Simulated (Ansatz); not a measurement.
# GeH3S (doublet): geometry optimisation

Where does this start of GeH3S (doublet) end when it is relaxed?

Method: UKS PBE0/def2-TZVP; program: Ansatz 0.2.0, Gaussian basis.

### 1 The system as given

5 atoms, charge 0, spin multiplicity 2.

Atoms are counted from 1 here; the program's logs count them from 0.

Bond lengths: Ge1–S2 2.237 Å, Ge1–H3 1.576 Å, Ge1–H4 1.566 Å, S2–H5 1.328 Å. Angles: S2–Ge1–H3 100.9°, S2–Ge1–H4 98.7°, H3–Ge1–H4 100.7°, Ge1–S2–H5 94.9°.

The start was built by rule and, where that kept it together, relaxed with GFN2-xTB. Sticks and bond lists go by distance. No spin-orbit coupling is included. 

### 2 The run

Contents of in.yaml:

```yaml
crystal:
  periodic: [false, false, false]
  atoms:
    - {symbol: Ge, position_ang: [-0.631841, 0.036041, -0.257171]}
    - {symbol: S, position_ang: [1.452120, -0.121187, 0.541212]}
    - {symbol: H, position_ang: [-1.169484, 1.276943, 0.552056]}
    - {symbol: H, position_ang: [-1.281983, -1.140544, 0.546644]}
    - {symbol: H, position_ang: [1.791387, 1.121450, 0.217779]}
basis:
  gaussian: {orbitals: def2-TZVP}
magnetization: {spin_polarized: true, initial_magnetization: 1}
hamiltonian: {xc: pbe0}
relax: {f_tol: 0.004, max_steps: 80}
```

The run is started by

```bash
> ansatz run in.yaml --threads 1 --pin off --events-out ev --progress --plain --max-ram 2176MiB
```

Before running it: what results should come out? Wanted: energy gained; shift from the start; total energy; dipole moment; ⟨S²⟩.

**Answer**, as computed:

```
                  quantity           value
                     steps               8
             energy gained        0.132 eV
shift from the start (rms)         0.097 Å
              total energy  -67391.3625 eV
             dipole moment          1.05 D
                      ⟨S²⟩           0.753
```

The bonds of the start are those of the end. Ge1–H3 went from 1.576 to 1.550 Å. No vibrations were run, so this is a stationary point, not a proven minimum, and this spin need not be the ground state's.
